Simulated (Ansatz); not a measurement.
# Be3TeSe2: the cost of one run

Program: Ansatz 0.2.0. Level of theory: DFT PBE, scalar-relativistic, plane waves, PAW. These are calculated values, not measurements.

## (1) The system as given

The structure is trigonal, space group R-3m (No. 166). Conventional cell: a = 5.358 Å, b = 5.358 Å, c = 13.990 Å, α = 90.00°, β = 90.00°, γ = 120.00°. Be (site symmetry 2/m) has 4 Be at 2.68 Å and 2 Te at 2.80 Å and 6 Se at 3.17 to 3.35 Å as nearest neighbours. Te (site symmetry -3m) is surrounded by 6 Be at 2.80 Å and 6 Se at 3.16 Å. Se (site symmetry 3m) is surrounded by 3 Te at 3.16 Å and 9 Be at 3.17 to 3.35 Å and 4 Se at 3.34 to 3.39 Å.

Coordinates:

```
Be Te Se
1.0
     2.67883    1.54662    4.66327
    -2.67883    1.54662    4.66327
     0.00000   -3.09325    4.66327
Be Te Se
3 1 2
Direct
  0.00000 0.50000 0.50000
  0.50000 0.00000 0.50000
  0.50000 0.50000 0.00000
  0.50000 0.50000 0.50000
  0.12129 0.12129 0.12129
  0.87871 0.87871 0.87871
```

A structure generator made this guess: species swapped into a database cell of Nd2PdRu3 (R-3m, No. 166), with Se on the Nd sites, Be on the Ru sites and Te on the Pd sites. Lengths come from tabulated atomic sizes and are only a guess.

## (2) Probe: one point on a coarse mesh

Input file input.yaml:

```yaml
crystal:
  lattice:
    - [2.67882894, 1.54662261, 4.6632748]
    - [-2.67882894, 1.54662261, 4.6632748]
    - [0.0, -3.09324521, 4.6632748]
  atoms:
    - { symbol: Be, position: [0.0, 0.5, 0.5] }
    - { symbol: Be, position: [0.5, 0.0, 0.5] }
    - { symbol: Be, position: [0.5, 0.5, 0.0] }
    - { symbol: Te, position: [0.5, 0.5, 0.5] }
    - { symbol: Se, position: [0.12128833, 0.12128833, 0.12128833] }
    - { symbol: Se, position: [0.87871167, 0.87871167, 0.87871167] }
basis:
  ecutwfc: 420
kpoints:
  mp_grid: { grid: [6, 6, 6] }
hamiltonian:
  xc: pbe
scf:
  occupations: { method: gaussian, width: 0.1 }
  lower_state_search: "off"
output:
  forces: true
  stress: true
  eigenvalues: true
```

On the command line:

```console
$ ansatz run input.yaml --threads 1 --pin off --max-ram 2560MiB --backend cpu --events-out ev --progress --plain --runs-dir out
```

Q: Estimate wall time and peak memory on 1 thread of Intel Xeon Platinum 8223CL at 3.00GHz (Skylake/Cascade Lake), shared host.

About 6.9 s, with a peak of 0.48 GiB.
